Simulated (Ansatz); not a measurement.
# AlOs, space group Pm-3m: cell relaxations under several functionals

Computed with Ansatz 0.2.0 through its Python package.

The script reads `POSCAR`:
```text
AlOs
1.0
   2.99791198    0.00000000    0.00000000
   0.00000000    2.99791198    0.00000000
   0.00000000    0.00000000    2.99791198
Al Os
1 1
Direct
   0.00000000    0.00000000    0.00000000
   0.50000000    0.50000000    0.50000000
```

Run as a notebook:

In [1]:
```python
import ansatz
from ase.io import read
import numpy as np
```

In [2]:
```python
def edges_and_angles(cell):
    cell = np.asarray(cell)
    a, b, c = np.linalg.norm(cell, axis=1)
    cosines = cell[1] @ cell[2] / (b * c), cell[0] @ cell[2] / (a * c), cell[0] @ cell[1] / (a * b)
    return (a, b, c, *np.degrees(np.arccos(cosines)))
```

In [3]:
```python
atoms = read('POSCAR', format='vasp')
system = ansatz.Crystal.from_ase(atoms)
```

In [4]:
```python
system.resolved().sites[-1]
```
Out [4]:
```text
Site(symbol='Os', position=(0.5, 0.5, 0.5), moment=None, axis=None, held=None, saved=None)
```

In [5]:
```python
base = (
    system.calculation()
    .basis(420)
    .kpoints(9)
    .occupations('fermi_dirac', width=0.1)
    .relax(cell=True, force_tolerance=0.03)
)

levels = [('pbesol', 'none'), ('lda', 'none'), ('pbesol', 'd3bj')]
print('level            a       b       c    alpha   beta  gamma  V/atom  steps')
for name, dispersion in levels:
    seen = []
    run = base.functional(name, dispersion=dispersion).session().plan()
    res = run.execute(on_event=lambda e: seen.append(e) if e['event'] == 'relax_step' else None)
    cell = res.lattice.cell_ang
    label = name if dispersion == 'none' else f'{name}+{dispersion}'
    print('{:13s} {:7.4f} {:7.4f} {:7.4f} {:6.2f} {:6.2f} {:6.2f}'.format(label, *edges_and_angles(cell)), f'{abs(np.linalg.det(cell)) / len(res.lattice.sites):7.3f} {len(seen):5d}')
```
```text
level            a       b       c    alpha   beta  gamma  V/atom  steps
pbesol         2.9924  2.9924  2.9924  90.00  90.00  90.00  13.398     4
lda            2.9725  2.9725  2.9725  90.00  90.00  90.00  13.132     5
pbesol+d3bj    2.9674  2.9674  2.9674  90.00  90.00  90.00  13.065     5
```

From smallest to largest: PBEsol+D3BJ (13.06 Å³ an atom, -3.0 % against the start), LDA (13.13 Å³ an atom, -2.5 % against the start) and PBEsol (13.40 Å³ an atom, -0.5 % against the start). The spread is 2.6 % in volume.

Notes:
- Forces vanish by symmetry, so the ions can't move, and the end may be a saddle.
- Dispersion corrections can be off by several per cent in the lattices of metals, and by several GPa in the pressure at a fixed cell.
- For a metal this k-point mesh is coarse: on a finer one energies can move by several to tens of meV an atom and pressures by half a GPa or more, differences at one mesh by less.
- Spin-orbit coupling, which matters for elements this heavy, is left out.
- The structure comes from a database of computed cells and needn't be a stable or known phase.
- Timing: 16 s on 1 thread of Arm Neoverse V1 (shared host), peak memory 0.43 GiB.
